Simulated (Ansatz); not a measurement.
# Ga₃H (triplet): geometry optimisation

Aim: relax a generated start of Ga₃H (triplet) and see which bonds hold.

Method: UKS PBE0/def2-TZVP; program: Ansatz 0.2.0, Gaussian basis.

## (1) Where the work starts

4 atoms, charge 0, spin multiplicity 3.

Atoms are counted from 1 here; the program's logs count them from 0.

Bond lengths: Ga1–Ga2 2.694 Å, Ga2–Ga3 2.694 Å. Angles: Ga1–Ga2–Ga3 108.3°.

The start was built by rule and, where that kept it together, relaxed with GFN2-xTB. Sticks and bond lists go by distance. No spin-orbit coupling is included. 

## (2) The run

Input file in.yaml:

```yaml
crystal:
  periodic: [false, false, false]
  atoms:
    - {symbol: Ga, position_ang: [-2.105865, -0.736248, -0.244756]}
    - {symbol: Ga, position_ang: [0.471012, -0.778919, 0.538663]}
    - {symbol: Ga, position_ang: [1.645516, 1.497224, -0.295350]}
    - {symbol: H, position_ang: [-0.737594, 1.241137, 0.099792]}
basis:
  gaussian: {orbitals: def2-TZVP}
magnetization: {spin_polarized: true, initial_magnetization: 2}
hamiltonian: {xc: pbe0}
relax: {f_tol: 0.004, max_steps: 80}
```

Launch:

```sh
$ ansatz run in.yaml --threads 1 --pin off --events-out ev --progress --plain --max-ram 2176MiB
```

What does the calculation give? Wanted: energy gained; shift from the start; total energy; dipole moment; ⟨S²⟩.

The runs gave:

| quantity | value |
| --- | --- |
| steps | 12 |
| energy gained | 0.702 eV |
| shift from the start (rms) | 0.641 Å |
| total energy | -157128.8813 eV |
| dipole moment | 0.27 D |
| ⟨S²⟩ | 2.012 |

What this shows: By distance, Ga2–H4 formed. Ga2–H4 went from 2.395 to 1.919 Å. No vibrations were run, so this is a stationary point, not a proven minimum, and this spin need not be the ground state's.
